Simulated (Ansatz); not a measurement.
This script drives Ansatz 0.2.0, Python API.

Input file `c3h4cli.xyz`:
```text
9

C    -0.14720   -0.77960   -0.89620
C     0.35040   -0.14980    0.35380
Cl    1.54420   -1.13850    1.08770
C     0.10270    1.01880    0.95060
I    -1.35490    2.36070    0.30060
H    -0.96230   -0.09870   -1.37960
H     0.63160   -0.87020   -1.63920
H    -0.61010   -1.69450   -0.71350
H     0.53400    1.30550    1.91890
```

Script `c3h4cli_methods.py`:
```python
# -*- coding: utf-8 -*-
from pathlib import Path

import ansatz
import numpy as np

system = ansatz.Crystal.molecule_from_extxyz("c3h4cli.xyz")

job = system.calculation().basis(gaussian="def2-SVP")

print("functional    E (Ha)        dipole (D)   HOMO (eV)  LUMO (eV)")
for name in ["b3lyp", "cam_b3lyp", "hse06", "pbe", "lc_wpbe", "r2scan0"]:
    r = job.functional(name).forces().orbitals().run(threads=1, runs_dir="runs").report
    lines = Path(r["orbitals_path"]).read_text().splitlines()
    field_of = lambda key: [line.split("=")[1].strip() for line in lines if line.startswith(key)]
    orbitals = [(27.211386 * float(e), s, float(n)) for e, s, n in zip(field_of("Ene="), field_of("Spin="), field_of("Occup="))]
    homo = max(e for e, _, n in orbitals if n > 0.5)
    lumo = min(e for e, _, n in orbitals if n < 0.5)
    dipole = 4.803205 * np.linalg.norm(r["charge_distribution"]["dipole_moment_e_ang"])
    print(f"{name:10s} {r['free_energy_ev'] / 27.211386246:14.6f} {dipole:9.3f} {homo:11.3f} {lumo:10.3f}")
```

It is started by `python c3h4cli_methods.py`. How long does it take on 1 thread of Arm Neoverse V2, on a shared host, and how much memory does it need?

It took about 37 s, with a peak of 0.34 GiB, for 6 runs of the engine.

```console
$ python c3h4cli_methods.py
functional    E (Ha)        dipole (D)   HOMO (eV)  LUMO (eV)
b3lyp         -874.470657     0.820      -6.493     -0.887
cam_b3lyp     -874.303922     0.837      -7.955      0.487
hse06         -874.068844     0.873      -6.396     -1.111
pbe           -874.006724     0.828      -5.638     -1.627
lc_wpbe       -874.191984     0.907      -9.356      1.581
r2scan0       -874.336750     0.923      -6.965     -0.668
```

Reading the output:
- Total energies depend on the basis set; only differences at equal settings carry meaning.
- The geometry is a force-field or estimated start, not a minimum of this method, and the basis set is short of its limit. A lower total doesn't mark the better method: functionals have no common bound, and MP2 and coupled cluster aren't variational.
- def2 sets replace the cores of elements past krypton by effective core potentials.
- b3lyp holds the VWN-RPA fit, as in Gaussian; the form of ORCA and Turbomole is b3lyp5.
- Levels such as HOMO and LUMO are orbital energies: with these approximate functionals they aren't the ionisation energy and electron affinity, and their gap isn't the fundamental gap.
- hse06 follows the composition of plane-wave codes, whose totals differ by tens of mHa, up to about 0.1 Ha, from the form usual in Gaussian-basis programs (wpbeh).
